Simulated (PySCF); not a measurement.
# [Pb(H2CO)]2+: other functionals and bases at one geometry

The task here is to estimate one member of a computed series from the others.

Method: several levels, as the steps say, no spin–orbit coupling; program: PySCF 2.14.0.

1 further run of the same task is left out (for a known fault of the program).

## The system as given

5 atoms, charge 2, spin multiplicity 1.

Bond lengths: Pb1–O2 2.251 Å, O2–C3 1.235 Å, C3–H4 1.108 Å, C3–H5 1.108 Å. Angles: Pb1–O2–C3 180.0°, O2–C3–H4 120.1°, O2–C3–H5 120.1°, H4–C3–H5 119.9°.

Geometry (Å):

```xyz
5

Pb    0.00000    0.00000   -0.23882
O     0.00000    0.00000    2.01183
C     0.00000    0.00000    3.24689
H     0.95937    0.00000    3.80208
H    -0.95937    0.00000    3.80208
```

Formal oxidation states: Pb +2. An earlier session relaxed this geometry at PBE0, Pb def2-SVP with ECP60, O def2-SVP, C def2-SVP, H def2-SVP (singlet, point group C2v).

At PBE0 on the finer grid: E = -306.467395 Eh, HOMO -19.09 eV, LUMO -14.22 eV, Mulliken charge on Pb1 +1.69 e, largest force component 0.005 eV/Å. 

Levels to run: PBE; r2SCAN; PBE0, TZVP. Hardware: 2 threads of Intel Xeon 6975P-C (Granite Rapids), shared host.

The first run:

run.py (the lines that set the calculation) reads:

```python
mol = gto.M(atom='''
Pb     0.00000     0.00000    -0.23882
O      0.00000     0.00000     2.01183
C      0.00000     0.00000     3.24689
H      0.95937     0.00000     3.80208
H     -0.95937     0.00000     3.80208''',
    basis={'Pb': 'def2-SVP', 'O': 'def2-SVP', 'C': 'def2-SVP', 'H': 'def2-SVP'},
    ecp={'Pb': 'def2-SVP'},
    charge=2, spin=0)
mf = dft.RKS(mol, xc='PBE')
mf.grids.atom_grid = (75, 302)
mf = mf.density_fit()  # fitting sets: Pb def2-universal-JKFIT, O def2-universal-JKFIT, C def2-universal-JKFIT, H def2-universal-JKFIT
mf.conv_tol = 1e-08; mf.max_cycle = 55
mf.kernel(dm0)  # dm0: the density of the relaxed state
```

Command:

```console
OMP_NUM_THREADS=2 python run.py
```

Steps of the session up to this table: PBE; r2SCAN; PBE0, TZVP.

One of the session's tables, all rows but one given; the rest of the session is left out.

```
              level  HOMO (eV)  gap (eV)  charge on Pb1 (e)  dipole (D)  largest force component (eV/Å)
PBE0 (relaxed here)     -19.09      4.87               1.69        5.53                            0.00
                PBE          ?         ?                  ?           ?                               ?
             r2SCAN     -17.93      3.17               1.67        5.76                            0.37
         PBE0, TZVP     -19.11      4.89               1.70        5.56                            0.32
```

Estimate the missing values for PBE.

As computed: HOMO (eV): -17.71; gap (eV): 2.62; charge on Pb1 (e): 1.62; dipole (D): 5.87; largest force component (eV/Å): 0.63. In the column «HOMO (eV)» it is the highest.

The dipole of a charged species depends on the origin, so these sizes hold for this origin alone.

In one basis the HOMO–LUMO gap runs from 2.62 eV (PBE) to 4.87 eV (PBE0). The largest leftover force, 0.63 eV/Å with PBE, stands at a geometry relaxed at another level. Total energies of different levels can't be compared.
